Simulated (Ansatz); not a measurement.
# Co: the cost of one run

Program: Ansatz 0.2.0. Level of theory: DFT PBE, PAW, plane waves, scalar-relativistic. These are calculated values, not measurements.

### Step 1. Starting point

The structure is hexagonal, space group P6_3/mmc (No. 194). Conventional cell: a = 2.519 Å, b = 2.519 Å, c = 4.091 Å, α = 90.00°, β = 90.00°, γ = 120.00°. Co (site symmetry -6m2) is surrounded by 12 Co at 2.51 to 2.52 Å.

Structure file:

```
CELL_PARAMETERS angstrom
2.51900 0.00000 0.00000
-1.25950 2.18152 0.00000
0.00000 0.00000 4.09100
ATOMIC_POSITIONS crystal
Co 0.33333 0.66667 0.25000
Co 0.66667 0.33333 0.75000
```

Labels such as Co2 number the atoms in the order of the input file.

First come: parallel moments, plain SCF; opposed moments +-, plain SCF; no spin polarisation; spin on, no moments given (the program may seed its own), plain SCF. Further starts follow from what these give.

A plain SCF has the search for lower states switched off and ends at the first converged state. 

Moments by site are taken inside atomic spheres; the rest lies between them.

### Step 2. Parallel moments, plain SCF

Contents of input.yaml:

```yaml
crystal:
  lattice:
    - [2.51900087, 0.0, 0.0]
    - [-1.25950043, 2.18151875, 0.0]
    - [0.0, 0.0, 4.091]
  atoms:
    - { symbol: Co, position: [0.33333333, 0.66666667, 0.25], spin: 3.0 }
    - { symbol: Co, position: [0.66666667, 0.33333333, 0.75], spin: 3.0 }
magnetization:
  spin_polarized: true
hamiltonian:
  xc: pbe
  pseudopotentials: { kind: paw }
basis:
  ecutwfc: 420
kpoints:
  mp_grid: { grid: [12, 12, 7] }
scf:
  occupations: { method: fermi_dirac, width: 0.1 }
  lower_state_search: "off"
output:
  forces: true
  stress: true
```

**Question.** How long does this run take on 2 threads of an x86-64 CPU, shared host, and how much memory does it need?

About 3.8 s, with a peak of 0.38 GiB.
